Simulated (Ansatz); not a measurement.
HfMg3:

```
Hf Mg
1.0
     4.43338    0.00000    0.00000
     0.00000    4.43338    0.00000
     0.00000    0.00000    4.43338
Hf Mg
1 3
Direct
  0.00000 0.00000 0.00000
  0.00000 0.50000 0.50000
  0.50000 0.00000 0.50000
  0.50000 0.50000 0.00000
```

The cell comes from a database or a generator and needn't be the stable form of this composition.

```yaml
Program: Ansatz 0.2.0
Task: single point
Functional: PBE
Potentials_or_basis: Ansatz PAW
Cutoff: "420 eV (not typed: the program's choice for these potentials)"
k_mesh: 6 × 6 × 6
Occupations: fermi-dirac, width 0.05 eV
Spin: no spin polarisation
```

On this cell: pressure 0.1 GPa; largest force zero by symmetry; band gap on the k mesh none (metal or under the smearing width).

The same run follows on a disturbed copy (atoms moved at random, drawn with an rms of 0.05 Å):

```xyz
4
Lattice="4.4334 0.0000 0.0000 0.0000 4.4334 0.0000 0.0000 0.0000 4.4334" Properties=species:S:1:pos:R:3 pbc="T T T"
Hf   -0.0390   -0.0391    0.0353
Mg    0.0323    2.2398    2.2454
Mg    2.2530   -0.0661    2.2371
Mg    2.2240    2.2205    0.0022
```

Task: What changes?

Result: The energy (extrapolated to zero smearing) moves by +8.3 meV/atom; pressure 0.2 GPa; largest force 0.500 eV/Å; band gap on the k mesh none (metal or under the smearing width).

Forces on the atoms (eV/Å):
```
Hf   0.408  0.274 -0.090
Mg  -0.092 -0.308 -0.021
Mg  -0.225  0.253  0.018
Mg  -0.091 -0.219  0.094
```

Stress tensor (GPa, compression positive):
```
 0.21  0.05 -0.01
 0.05  0.14 -0.03
-0.01 -0.03  0.26
```
